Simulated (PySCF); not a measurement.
# GeH₅Br: a look at the electrons

Aim: take GeH₅Br and find what binds its two fragments.

Program: PySCF 2.14.0. Level of theory: levels as typed in each script, gas phase, geometry from start geometry of a pair search. These are calculated values, not measurements.

## Step 1: Starting geometry

SMILES `Br.[GeH4]`, 7 atoms, charge 0, spin multiplicity 1.

Bond lengths: Br1–H2 1.401 Å, Ge3–H4 1.485 Å, Ge3–H5 1.484 Å, Ge3–H6 1.478 Å, Ge3–H7 1.492 Å. Angles: H4–Ge3–H5 109.7°, H4–Ge3–H6 110.2°, H4–Ge3–H7 108.7°, H5–Ge3–H6 110.3°, H5–Ge3–H7 108.6°, H6–Ge3–H7 109.4°.

Geometry (Å):

```xyz
7
charge 0, multiplicity 1
Br   -2.02925    0.01083    0.00012
H    -0.74860   -0.55665   -0.00704
Ge    1.99475    0.00614    0.00011
H     1.37241    0.69978   -1.15556
H     1.46316    0.56970    1.26638
H     3.46478    0.15331   -0.04851
H     1.64019   -1.44168   -0.06287
```

## Step 2: Binding of the two fragments (PBE/def2-tzvp)

File input.py:

```python
import numpy as np
from pyscf import gto, scf, dft
from pyscf.scf import atom_ks, atom_hf
from scipy.linalg import block_diag
from pyscf.dispersion import dftd3

def solve(mol, dm0=None, hcore=None):
    mf = (dft.UKS if mol.spin else dft.RKS)(mol, xc='pbe')
    mf.grids.level = 3
    mf = mf.density_fit(auxbasis='def2-universal-jkfit')
    mf.conv_tol, mf.max_cycle = 1e-8, 80
    if hcore is not None:
        mf.get_hcore = lambda *args: hcore
    mf.kernel(dm0)
    if not mf.converged:
        mf = mf.newton().run(mf.mo_coeff, mf.mo_occ, max_cycle=30)
    assert mf.converged, 'SCF not converged'
    return mf

mol = gto.M(atom='''
Br    -2.02925     0.01083     0.00012
H     -0.74860    -0.55665    -0.00704
Ge     1.99475     0.00614     0.00011
H      1.37241     0.69978    -1.15556
H      1.46316     0.56970     1.26638
H      3.46478     0.15331    -0.04851
H      1.64019    -1.44168    -0.06287
''', basis='def2-tzvp', charge=0, spin=0, verbose=4)
mol_a = gto.M(atom='''
Br    -2.02925     0.01083     0.00012
H     -0.74860    -0.55665    -0.00704
ghost-Ge     1.99475     0.00614     0.00011
ghost-H      1.37241     0.69978    -1.15556
ghost-H      1.46316     0.56970     1.26638
ghost-H      3.46478     0.15331    -0.04851
ghost-H      1.64019    -1.44168    -0.06287
''', basis='def2-tzvp', charge=0, spin=0, verbose=4)
mol_b = gto.M(atom='''
ghost-Br    -2.02925     0.01083     0.00012
ghost-H     -0.74860    -0.55665    -0.00704
Ge     1.99475     0.00614     0.00011
H      1.37241     0.69978    -1.15556
H      1.46316     0.56970     1.26638
H      3.46478     0.15331    -0.04851
H      1.64019    -1.44168    -0.06287
''', basis='def2-tzvp', charge=0, spin=0, verbose=4)
ab, a, b = solve(mol), solve(mol_a), solve(mol_b)
e_int = ab.e_tot - a.e_tot - b.e_tot
print('counterpoise-corrected interaction energy / kcal/mol', e_int * 627.5095)
def disp(atoms, charge):
    m = gto.M(atom=atoms, charge=charge, basis='sto-3g', spin=None, unit='Bohr', verbose=0)
    return dftd3.DFTD3Dispersion(m, xc='pbe', version='d3bj').get_dispersion()['energy']
e_disp = disp(mol._atom, mol.charge) - disp(mol._atom[:2], mol_a.charge) - disp(mol._atom[2:], mol_b.charge)
print('D3(BJ) part / kcal/mol', e_disp * 627.5095)
# spherically averaged free atoms, for the promolecule
atm = atom_ks.get_atm_nrks(mol, xc='pbe')
pro = block_diag(*[(atm[a[0]][2] * atm[a[0]][3]) @ atm[a[0]][2].T for a in mol._atom])
np.savez('result.npz', e_int=e_int, e_disp=e_disp, dm_a=a.make_rdm1(), dm_b=b.make_rdm1(), c=ab.mo_coeff, occ=ab.mo_occ, eps=ab.mo_energy, pro=pro, d=[f.dip_moment(verbose=0) for f in (ab, a, b)])
```

Command:

```bash
$ OMP_NUM_THREADS=1 python input.py
```

The log of the run:

```text
[ENV] PYSCF_TMPDIR <dir>
[ENV] PYSCF_MAX_MEMORY 1375
[INPUT] verbose = 4
[INPUT] num. atoms = 7
[INPUT] num. electrons = 72
[INPUT] charge = 0
[INPUT] spin (= nelec alpha-beta = 2S) = 0
[INPUT] symmetry False subgroup None
[INPUT] Mole.unit = angstrom
[INPUT] Symbol           X                Y                Z      unit          X                Y                Z       unit  Magmom
[INPUT]  1 Br    -2.029250000000   0.010830000000   0.000120000000 AA   -3.834726738274   0.020465733929   0.000226767135 Bohr   0.0
[INPUT]  2 H     -0.748600000000  -0.556650000000  -0.007040000000 AA   -1.414648976849  -1.051916047239  -0.013303671917 Bohr   0.0
[INPUT]  3 Ge     1.994750000000   0.006140000000   0.000110000000 AA    3.769531186976   0.011602918405   0.000207869874 Bohr   0.0
[INPUT]  4 H      1.372410000000   0.699780000000  -1.155560000000 AA    2.593479030614   1.322392547448  -2.183691920502 Bohr   0.0
[INPUT]  5 H      1.463160000000   0.569700000000   1.266380000000 AA    2.764971676419   1.076576973165   2.393111369627 Bohr   0.0
[INPUT]  6 H      3.464780000000   0.153310000000  -0.048510000000 AA    6.547485281871   0.289713912157  -0.091670614303 Bohr   0.0
[INPUT]  7 H      1.640190000000  -1.441680000000  -0.062870000000 AA    3.099509892250  -2.724380359263  -0.118807081451 Bohr   0.0

nuclear repulsion = 232.255184240759
number of shells = 52
number of NR pGTOs = 243
number of NR cGTOs = 126
basis = def2-tzvp
ecp = {}

[ENV] PYSCF_TMPDIR <dir>
[ENV] PYSCF_MAX_MEMORY 1375
[INPUT] verbose = 4
[INPUT] num. atoms = 7
[INPUT] num. electrons = 36
[INPUT] charge = 0
[INPUT] spin (= nelec alpha-beta = 2S) = 0
[INPUT] symmetry False subgroup None
[INPUT] Mole.unit = angstrom
[INPUT] Symbol           X                Y                Z      unit          X                Y                Z       unit  Magmom
[INPUT]  1 Br    -2.029250000000   0.010830000000   0.000120000000 AA   -3.834726738274   0.020465733929   0.000226767135 Bohr   0.0
[INPUT]  2 H     -0.748600000000  -0.556650000000  -0.007040000000 AA   -1.414648976849  -1.051916047239  -0.013303671917 Bohr   0.0
[INPUT]  3 GHOST-Ge   1.994750000000   0.006140000000   0.000110000000 AA    3.769531186976   0.011602918405   0.000207869874 Bohr   0.0
[INPUT]  4 GHOST-H   1.372410000000   0.699780000000  -1.155560000000 AA    2.593479030614   1.322392547448  -2.183691920502 Bohr   0.0
[INPUT]  5 GHOST-H   1.463160000000   0.569700000000   1.266380000000 AA    2.764971676419   1.076576973165   2.393111369627 Bohr   0.0
[INPUT]  6 GHOST-H   3.464780000000   0.153310000000  -0.048510000000 AA    6.547485281871   0.289713912157  -0.091670614303 Bohr   0.0
[INPUT]  7 GHOST-H   1.640190000000  -1.441680000000  -0.062870000000 AA    3.099509892250  -2.724380359263  -0.118807081451 Bohr   0.0

nuclear repulsion = 13.2221828652454
number of shells = 52
number of NR pGTOs = 243
number of NR cGTOs = 126
basis = def2-tzvp
ecp = {}

[ENV] PYSCF_TMPDIR <dir>
[ENV] PYSCF_MAX_MEMORY 1375
[INPUT] verbose = 4
[INPUT] num. atoms = 7
[INPUT] num. electrons = 36
[INPUT] charge = 0
[INPUT] spin (= nelec alpha-beta = 2S) = 0
[INPUT] symmetry False subgroup None
[INPUT] Mole.unit = angstrom
[INPUT] Symbol           X                Y                Z      unit          X                Y                Z       unit  Magmom
[INPUT]  1 GHOST-Br  -2.029250000000   0.010830000000   0.000120000000 AA   -3.834726738274   0.020465733929   0.000226767135 Bohr   0.0
[INPUT]  2 GHOST-H  -0.748600000000  -0.556650000000  -0.007040000000 AA   -1.414648976849  -1.051916047239  -0.013303671917 Bohr   0.0
[INPUT]  3 Ge     1.994750000000   0.006140000000   0.000110000000 AA    3.769531186976   0.011602918405   0.000207869874 Bohr   0.0
[INPUT]  4 H      1.372410000000   0.699780000000  -1.155560000000 AA    2.593479030614   1.322392547448  -2.183691920502 Bohr   0.0
[INPUT]  5 H      1.463160000000   0.569700000000   1.266380000000 AA    2.764971676419   1.076576973165   2.393111369627 Bohr   0.0
[INPUT]  6 H      3.464780000000   0.153310000000  -0.048510000000 AA    6.547485281871   0.289713912157  -0.091670614303 Bohr   0.0
[INPUT]  7 H      1.640190000000  -1.441680000000  -0.062870000000 AA    3.099509892250  -2.724380359263  -0.118807081451 Bohr   0.0

nuclear repulsion = 46.9290337989412
number of shells = 52
number of NR pGTOs = 243
number of NR cGTOs = 126
basis = def2-tzvp
ecp = {}

******** <class 'pyscf.df.df_jk.DFRKS'> ********
method = DFRKS
initial guess = minao
damping factor = 0
level_shift factor = 0
DIIS = <class 'pyscf.scf.diis.CDIIS'>
diis_start_cycle = 1
diis_space = 8
diis_damp = 0
SCF conv_tol = 1e-08
SCF conv_tol_grad = None
SCF max_cycles = 80
direct_scf = False
XC library pyscf.dft.libxc version 7.0.0
    S. Lehtola, C. Steigemann, M. J.T. Oliveira, and M. A.L. Marques.,  SoftwareX 7, 1–5 (2018)
XC functionals = pbe
    J. P. Perdew, K. Burke, and M. Ernzerhof.,  Phys. Rev. Lett. 77, 3865 (1996)
    J. P. Perdew, K. Burke, and M. Ernzerhof.,  Phys. Rev. Lett. 78, 1396 (1997)
    J. P. Perdew, K. Burke, and M. Ernzerhof.,  Phys. Rev. Lett. 77, 3865 (1996)
    J. P. Perdew, K. Burke, and M. Ernzerhof.,  Phys. Rev. Lett. 78, 1396 (1997)
radial grids:
    Treutler-Ahlrichs [JCP 102, 346 (1995); DOI:10.1063/1.469408] (M4) radial grids

becke partition: Becke, JCP 88, 2547 (1988); DOI:10.1063/1.454033
pruning grids: <function nwchem_prune at 0x7f5382947d80>
grids dens level: 3
symmetrized grids: False
atomic radii adjust function: <function treutler_atomic_radii_adjust at 0x7f538298c2c0>
small_rho_cutoff = 0
Set gradient conv threshold to 0.0001
Initial guess from minao.
tot grids = 90104
init E= -4651.66932504156
  HOMO = -0.299613179317475  LUMO = -0.0498817701178424  gap/eV = 6.79554
cycle= 1 E= -4653.36758304161  delta_E= -1.7  |g|= 0.893  |ddm|= 1.88
  HOMO = -0.262656144779113  LUMO = -0.0497914314414443  gap/eV = 5.79234
cycle= 2 E= -4653.33591669742  delta_E= 0.0317  |g|=  1.1  |ddm|= 0.686
  HOMO = -0.267747112377869  LUMO = -0.0407669779234912  gap/eV = 6.17644
cycle= 3 E= -4653.41892225467  delta_E= -0.083  |g|= 0.0941  |ddm|= 0.434
  HOMO = -0.270300189841594  LUMO = -0.0434728911542006  gap/eV = 6.17229
cycle= 4 E= -4653.41988111386  delta_E= -0.000959  |g|= 0.00878  |ddm|= 0.062
  HOMO = -0.271938378602348  LUMO = -0.043979529801768  gap/eV = 6.20308
cycle= 5 E= -4653.41988799901  delta_E= -6.89e-06  |g|= 0.00456  |ddm|= 0.0112
  HOMO = -0.271233609873717  LUMO = -0.043824796840247  gap/eV = 6.18811
cycle= 6 E= -4653.41989287005  delta_E= -4.87e-06  |g|= 0.000849  |ddm|= 0.00519
  HOMO = -0.271243034218717  LUMO = -0.0437806063135202  gap/eV = 6.18957
cycle= 7 E= -4653.41989307715  delta_E= -2.07e-07  |g|= 0.000215  |ddm|= 0.000827
  HOMO = -0.271263060896976  LUMO = -0.0437986441968716  gap/eV = 6.18962
cycle= 8 E= -4653.41989309031  delta_E= -1.32e-08  |g|= 1.87e-05  |ddm|= 0.00019
  HOMO = -0.271260885041294  LUMO = -0.043796177658578  gap/eV = 6.18963
cycle= 9 E= -4653.41989309043  delta_E= -1.14e-10  |g|= 7.46e-06  |ddm|= 3.31e-05
  HOMO = -0.271259830336332  LUMO = -0.0437965722479898  gap/eV = 6.18959
Extra cycle  E= -4653.41989309041  delta_E= 1.64e-11  |g|= 1.18e-05  |ddm|= 1.83e-05
converged SCF energy = -4653.41989309041

******** <class 'pyscf.df.df_jk.DFRKS'> ********
method = DFRKS
initial guess = minao
damping factor = 0
level_shift factor = 0
DIIS = <class 'pyscf.scf.diis.CDIIS'>
diis_start_cycle = 1
diis_space = 8
diis_damp = 0
SCF conv_tol = 1e-08
SCF conv_tol_grad = None
SCF max_cycles = 80
direct_scf = False
XC library pyscf.dft.libxc version 7.0.0
    S. Lehtola, C. Steigemann, M. J.T. Oliveira, and M. A.L. Marques.,  SoftwareX 7, 1–5 (2018)
XC functionals = pbe
    J. P. Perdew, K. Burke, and M. Ernzerhof.,  Phys. Rev. Lett. 77, 3865 (1996)
    J. P. Perdew, K. Burke, and M. Ernzerhof.,  Phys. Rev. Lett. 78, 1396 (1997)
    J. P. Perdew, K. Burke, and M. Ernzerhof.,  Phys. Rev. Lett. 77, 3865 (1996)
    J. P. Perdew, K. Burke, and M. Ernzerhof.,  Phys. Rev. Lett. 78, 1396 (1997)
...
XC functionals = pbe
    J. P. Perdew, K. Burke, and M. Ernzerhof.,  Phys. Rev. Lett. 77, 3865 (1996)
    J. P. Perdew, K. Burke, and M. Ernzerhof.,  Phys. Rev. Lett. 78, 1396 (1997)
    J. P. Perdew, K. Burke, and M. Ernzerhof.,  Phys. Rev. Lett. 77, 3865 (1996)
    J. P. Perdew, K. Burke, and M. Ernzerhof.,  Phys. Rev. Lett. 78, 1396 (1997)
radial grids:
    Treutler-Ahlrichs [JCP 102, 346 (1995); DOI:10.1063/1.469408] (M4) radial grids

becke partition: Becke, JCP 88, 2547 (1988); DOI:10.1063/1.454033
pruning grids: <function nwchem_prune at 0x7f5382947d80>
grids dens level: 3
symmetrized grids: False
atomic radii adjust function: <function treutler_atomic_radii_adjust at 0x7f538298c2c0>
small_rho_cutoff = 0
Set gradient conv threshold to 0.0001
tot grids = 90104
init E= -2078.34499288009
  HOMO = -0.342523227726826  LUMO = -0.00169966790546749  gap/eV = 9.27428
cycle= 1 E= -2079.01006032538  delta_E= -0.665  |g|= 0.818  |ddm|= 1.52
  HOMO = -0.30846709940732  LUMO = 0.0110601092798628  gap/eV = 8.69478
cycle= 2 E= -2078.97709875147  delta_E= 0.033  |g|= 1.06  |ddm|= 0.613
  HOMO = -0.298553919030771  LUMO = 0.0190495890306188  gap/eV = 8.64243
cycle= 3 E= -2079.05260818279  delta_E= -0.0755  |g|= 0.0384  |ddm|= 0.396
  HOMO = -0.30871243572025  LUMO = 0.0136570492827679  gap/eV = 8.77212
cycle= 4 E= -2079.05297732814  delta_E= -0.000369  |g|= 0.00884  |ddm|= 0.0569
  HOMO = -0.307895832114142  LUMO = 0.0141512085824906  gap/eV = 8.76335
cycle= 5 E= -2079.05299953542  delta_E= -2.22e-05  |g|= 0.000994  |ddm|= 0.0118
  HOMO = -0.307717286060118  LUMO = 0.0142338201017849  gap/eV = 8.76074
cycle= 6 E= -2079.05299984436  delta_E= -3.09e-07  |g|= 4.97e-05  |ddm|= 0.00108
  HOMO = -0.307714994472506  LUMO = 0.0142371645461181  gap/eV = 8.76076
cycle= 7 E= -2079.05299984471  delta_E= -3.42e-10  |g|= 1.36e-05  |ddm|= 5.1e-05
  HOMO = -0.307711329977986  LUMO = 0.0142371086233322  gap/eV = 8.76066
Extra cycle  E= -2079.05299984472  delta_E= -1.09e-11  |g|= 1.28e-05  |ddm|= 2.53e-05
converged SCF energy = -2079.05299984472
counterpoise-corrected interaction energy / kcal/mol 0.49415403713055595
D3(BJ) part / kcal/mol -1.0302511185242527
Spherically averaged atomic KS for {'Ge', 'Br', 'H'}

******** <class 'pyscf.scf.atom_ks.AtomSphAverageRKS'> ********
method = AtomSphAverageRKS
initial guess = vsap
damping factor = 0
level_shift factor = 0
diis_start_cycle = 1
diis_space = 12
SCF conv_tol = 1e-09
SCF conv_tol_grad = None
SCF max_cycles = 50
direct_scf = True
direct_scf_tol = 1e-13
XC library pyscf.dft.libxc version 7.0.0
    S. Lehtola, C. Steigemann, M. J.T. Oliveira, and M. A.L. Marques.,  SoftwareX 7, 1–5 (2018)
XC functionals = pbe
    J. P. Perdew, K. Burke, and M. Ernzerhof.,  Phys. Rev. Lett. 77, 3865 (1996)
    J. P. Perdew, K. Burke, and M. Ernzerhof.,  Phys. Rev. Lett. 78, 1396 (1997)
    J. P. Perdew, K. Burke, and M. Ernzerhof.,  Phys. Rev. Lett. 77, 3865 (1996)
    J. P. Perdew, K. Burke, and M. Ernzerhof.,  Phys. Rev. Lett. 78, 1396 (1997)
radial grids:
    Treutler-Ahlrichs [JCP 102, 346 (1995); DOI:10.1063/1.469408] (M4) radial grids

becke partition: Becke, JCP 88, 2547 (1988); DOI:10.1063/1.454033
pruning grids: <function nwchem_prune at 0x7f5382947d80>
grids dens level: 3
symmetrized grids: False
atomic radii adjust function: <function treutler_atomic_radii_adjust at 0x7f538298c2c0>
User specified grid scheme (100, 434)
small_rho_cutoff = 0
Set gradient conv threshold to 3.16228e-05
tot grids = 22928
init E= -2341.44699649132
cycle= 1 E= -2341.44941548341  delta_E= -0.00242  |g|=    0  |ddm|= 0.269
cycle= 2 E= -2341.44932767498  delta_E= 8.78e-05  |g|=    0  |ddm|= 0.292
cycle= 3 E= -2341.45679680816  delta_E= -0.00747  |g|=    0  |ddm|= 0.159
cycle= 4 E= -2341.45680286799  delta_E= -6.06e-06  |g|=    0  |ddm|= 0.0145
cycle= 5 E= -2341.45680559366  delta_E= -2.73e-06  |g|=    0  |ddm|= 0.00778
cycle= 6 E= -2341.45680587117  delta_E= -2.78e-07  |g|=    0  |ddm|= 0.00393
cycle= 7 E= -2341.45680635858  delta_E= -4.87e-07  |g|=    0  |ddm|= 0.00181
cycle= 8 E= -2341.45680635857  delta_E= 7.28e-12  |g|=    0  |ddm|= 0.000436
Extra cycle  E= -2341.45680635797  delta_E= 6.03e-10  |g|=    0  |ddm|= 0.000474
Atomic HF for atom  Br  converged. SCF energy = -2341.45680635797

******** <class 'pyscf.scf.atom_ks.AtomSphAverageRKS'> ********
method = AtomSphAverageRKS
initial guess = vsap
damping factor = 0
level_shift factor = 0
diis_start_cycle = 1
diis_space = 12
SCF conv_tol = 1e-09
SCF conv_tol_grad = None
SCF max_cycles = 50
direct_scf = True
direct_scf_tol = 1e-13
XC library pyscf.dft.libxc version 7.0.0
    S. Lehtola, C. Steigemann, M. J.T. Oliveira, and M. A.L. Marques.,  SoftwareX 7, 1–5 (2018)
XC functionals = pbe
    J. P. Perdew, K. Burke, and M. Ernzerhof.,  Phys. Rev. Lett. 77, 3865 (1996)
    J. P. Perdew, K. Burke, and M. Ernzerhof.,  Phys. Rev. Lett. 78, 1396 (1997)
    J. P. Perdew, K. Burke, and M. Ernzerhof.,  Phys. Rev. Lett. 77, 3865 (1996)
    J. P. Perdew, K. Burke, and M. Ernzerhof.,  Phys. Rev. Lett. 78, 1396 (1997)
radial grids:
    Treutler-Ahlrichs [JCP 102, 346 (1995); DOI:10.1063/1.469408] (M4) radial grids

becke partition: Becke, JCP 88, 2547 (1988); DOI:10.1063/1.454033
pruning grids: <function nwchem_prune at 0x7f5382947d80>
grids dens level: 3
symmetrized grids: False
atomic radii adjust function: <function treutler_atomic_radii_adjust at 0x7f538298c2c0>
User specified grid scheme (100, 434)
small_rho_cutoff = 0
Set gradient conv threshold to 3.16228e-05
tot grids = 26240
init E= 231.811217840884
cycle= 1 E= 231.797216684819  delta_E= -0.014  |g|=    0  |ddm|= 0.335
cycle= 2 E= 231.796840303338  delta_E= -0.000376  |g|=    0  |ddm|= 0.0516
cycle= 3 E= 231.796826354906  delta_E= -1.39e-05  |g|=    0  |ddm|= 0.0102
cycle= 4 E= 231.796825857163  delta_E= -4.98e-07  |g|=    0  |ddm|= 0.00191
cycle= 5 E= 231.796825839265  delta_E= -1.79e-08  |g|=    0  |ddm|= 0.000363
cycle= 6 E= 231.796825838622  delta_E= -6.43e-10  |g|=    0  |ddm|= 6.87e-05
Extra cycle  E= 231.796825838599  delta_E= -2.31e-11  |g|=    0  |ddm|= 1.3e-05
Atomic HF for atom  H  converged. SCF energy = 231.796825838599

******** <class 'pyscf.scf.atom_ks.AtomSphAverageRKS'> ********
method = AtomSphAverageRKS
initial guess = vsap
damping factor = 0
level_shift factor = 0
diis_start_cycle = 1
diis_space = 12
SCF conv_tol = 1e-09
SCF conv_tol_grad = None
SCF max_cycles = 50
direct_scf = True
direct_scf_tol = 1e-13
XC library pyscf.dft.libxc version 7.0.0
    S. Lehtola, C. Steigemann, M. J.T. Oliveira, and M. A.L. Marques.,  SoftwareX 7, 1–5 (2018)
XC functionals = pbe
    J. P. Perdew, K. Burke, and M. Ernzerhof.,  Phys. Rev. Lett. 77, 3865 (1996)
    J. P. Perdew, K. Burke, and M. Ernzerhof.,  Phys. Rev. Lett. 78, 1396 (1997)
    J. P. Perdew, K. Burke, and M. Ernzerhof.,  Phys. Rev. Lett. 77, 3865 (1996)
    J. P. Perdew, K. Burke, and M. Ernzerhof.,  Phys. Rev. Lett. 78, 1396 (1997)
radial grids:
    Treutler-Ahlrichs [JCP 102, 346 (1995); DOI:10.1063/1.469408] (M4) radial grids

becke partition: Becke, JCP 88, 2547 (1988); DOI:10.1063/1.454033
pruning grids: <function nwchem_prune at 0x7f5382947d80>
grids dens level: 3
symmetrized grids: False
atomic radii adjust function: <function treutler_atomic_radii_adjust at 0x7f538298c2c0>
User specified grid scheme (100, 434)
small_rho_cutoff = 0
Set gradient conv threshold to 3.16228e-05
tot grids = 22928
init E= -1844.29405037994
cycle= 1 E= -1844.27928730047  delta_E= 0.0148  |g|=    0  |ddm|= 0.424
cycle= 2 E= -1844.23904745268  delta_E= 0.0402  |g|=    0  |ddm|= 0.631
cycle= 3 E= -1844.31607909113  delta_E= -0.077  |g|=    0  |ddm|= 0.32
cycle= 4 E= -1844.31477765075  delta_E= 0.0013  |g|=    0  |ddm|= 0.125
cycle= 5 E= -1844.31759859471  delta_E= -0.00282  |g|=    0  |ddm|= 0.0658
cycle= 6 E= -1844.31755567039  delta_E= 4.29e-05  |g|=    0  |ddm|= 0.0222
cycle= 7 E= -1844.31764643171  delta_E= -9.08e-05  |g|=    0  |ddm|= 0.0116
cycle= 8 E= -1844.31764502865  delta_E= 1.4e-06  |g|=    0  |ddm|= 0.00402
cycle= 9 E= -1844.3176480117  delta_E= -2.98e-06  |g|=    0  |ddm|= 0.00211
cycle= 10 E= -1844.31764796602  delta_E= 4.57e-08  |g|=    0  |ddm|= 0.000723
cycle= 11 E= -1844.31764806317  delta_E= -9.72e-08  |g|=    0  |ddm|= 0.000381
cycle= 12 E= -1844.31764806169  delta_E= 1.48e-09  |g|=    0  |ddm|= 0.00013
cycle= 13 E= -1844.31764806488  delta_E= -3.2e-09  |g|=    0  |ddm|= 8.35e-05
cycle= 14 E= -1844.31764806489  delta_E= -5.91e-12  |g|=    0  |ddm|= 3.59e-06
Extra cycle  E= -1844.31764806489  delta_E= 4.55e-13  |g|=    0  |ddm|= 5.79e-06
Atomic HF for atom  Ge  converged. SCF energy = -1844.31764806489
```

Wall time 41 s (1 thread of Intel Xeon at 2.70GHz, shared host); peak memory 0.48 GiB.

The free atoms at the end serve only for the promolecule density; their printed energies are not used.

## Step 3: Analysis of result.npz

Density of the complex less those of the frozen fragments.

Hirshfeld charges show 0.007 e passing from B to A. Electrons gather most on H2 (Hirshfeld charge changes by −0.005 e) and leave H6 most (+0.006 e); 0.03 e is displaced in all, which induces a dipole of 0.29 D.

The counterpoise-corrected interaction energy of the frozen fragments is +0.5 kcal/mol without dispersion correction and −0.5 kcal/mol with D3(BJ). Contacts: H2···Ge3, 2.80 Å, ρ = 0.008 a.u.

Contacts between the fragments.

Bond critical points between the fragments: H2···Ge3, 2.80 Å, ρ = 0.008 a.u. All are weak and appear green (van der Waals range).

The counterpoise-corrected interaction energy of the frozen fragments is +0.5 kcal/mol without dispersion correction and −0.5 kcal/mol with D3(BJ).

## Step 4: What came out

```
                                        quantity          value
interaction energy, counterpoise (PBE/def2-tzvp)  +0.5 kcal/mol
```

What this shows: The counterpoise-corrected interaction energy of the frozen fragments is +0.5 kcal/mol without dispersion correction and −0.5 kcal/mol with D3(BJ). The geometry was not optimised at these levels.
